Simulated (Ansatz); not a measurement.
This script makes an equation of state with a fit of InBi, space group F-43m with the Python package of Ansatz (0.2.0).

The script, `inbi_eos.py`:
```python
"""Equation of state of InBi."""

import ansatz as az
import numpy as np
from scipy.optimize import curve_fit

vectors0 = np.array([
    [0.0, 3.383538, 3.383538],
    [3.383538, 0.0, 3.383538],
    [3.383538, 3.383538, 0.0],
])
sites = [
    ("In", (0.0, 0.0, 0.0)),
    ("Bi", (0.25, 0.25, 0.25)),
]


def crystal_on(cell):
    crystal = az.Crystal(lattice=az.Lattice.of(cell))
    for symbol, position in sites:
        crystal = crystal.atom(symbol, position)
    return crystal

def vinet(v, e0, v0, b0, b1):
    eta = (v / v0) ** (1 / 3)
    return e0 + 2 * b0 * v0 / (b1 - 1) ** 2 * (2 - (5 + 3 * b1 * (eta - 1) - 3 * eta) * np.exp(-1.5 * (b1 - 1) * (eta - 1)))


def main() -> None:
    # uniform scaling of the cell
    volumes, energies = [], []
    for scale in np.linspace(0.92, 1.08, 7):
        cell = vectors0 * scale ** (1 / 3)
        base = (
            crystal_on(cell).calculation()
            .occupations("fermi_dirac", width=0.3)
            .eigensolver("auto", full_accuracy=True)
            .scf(tolerance=1e-06, extra_bands=16)
            .functional("LDA")
            .basis(630)
            .kpoints(6, 6, 6)
        )
        report = base.run(threads=1).report
        volumes.append(abs(np.linalg.det(cell)) / len(sites))
        energies.append(report["free_energy_ev"] / len(sites))
        print(f"V = {volumes[-1]:8.4f} A^3/atom  F = {energies[-1]:.5f} eV/atom")

    guess = (min(energies), volumes[int(np.argmin(energies))], 0.5, 4.5)
    (e0, v0, b0, b1), _ = curve_fit(vinet, np.array(volumes), np.array(energies), p0=guess, maxfev=20000)
    print(f"Vinet fit: V0 = {v0:.4f} A^3/atom, B0 = {160.21766 * b0:.1f} GPa, B1 = {b1:.2f}")
    print("largest residual", round(1000 * float(np.abs(vinet(np.array(volumes), e0, v0, b0, b1) - energies).max()), 3), "meV/atom")


if __name__ == "__main__":
    main()
```

Where does the minimum lie against the volume typed, and how stiff is the crystal?

A third-order Birch-Murnaghan fit through the 7 points (the script's own form differs a little) has its minimum at 37.09 Å³ an atom, 4.2 % below the typed cell, with a bulk modulus of 37 GPa and dB/dP = 4.9. From that minimum the energy rises by 7.1 meV an atom on the compressed side and 55.1 meV on the expanded side. The window is off centre, so dB/dP is rough.

What the script printed:

`python inbi_eos.py` gives:
```text
V =  35.6370 A^3/atom  F = -8771.48602 eV/atom
V =  36.6699 A^3/atom  F = -8771.49256 eV/atom
V =  37.7029 A^3/atom  F = -8771.49201 eV/atom
V =  38.7359 A^3/atom  F = -8771.48542 eV/atom
V =  39.7688 A^3/atom  F = -8771.47373 eV/atom
V =  40.8018 A^3/atom  F = -8771.45772 eV/atom
V =  41.8347 A^3/atom  F = -8771.43806 eV/atom
Vinet fit: V0 = 37.0923 A^3/atom, B0 = 36.9 GPa, B1 = 4.86
largest residual 0.002 meV/atom
```

What to keep in mind:
- The settings weren't tested for convergence.
- For a metal this k-point mesh is coarse: on a finer one energies can move by several to tens of meV an atom and pressures by half a GPa or more, differences at one mesh by less.
- The smearing is wide enough that free energy and stress hold a thermal part of the electrons.
- Spin-orbit coupling, which matters for elements this heavy, is left out.
- The structure comes from a database of computed cells and needn't be a stable or known phase.
- It ran for 64 s on 1 thread of Intel(R) Xeon(R) Processor @ 2.30GHz, with other jobs on the host, peak memory 0.66 GiB.
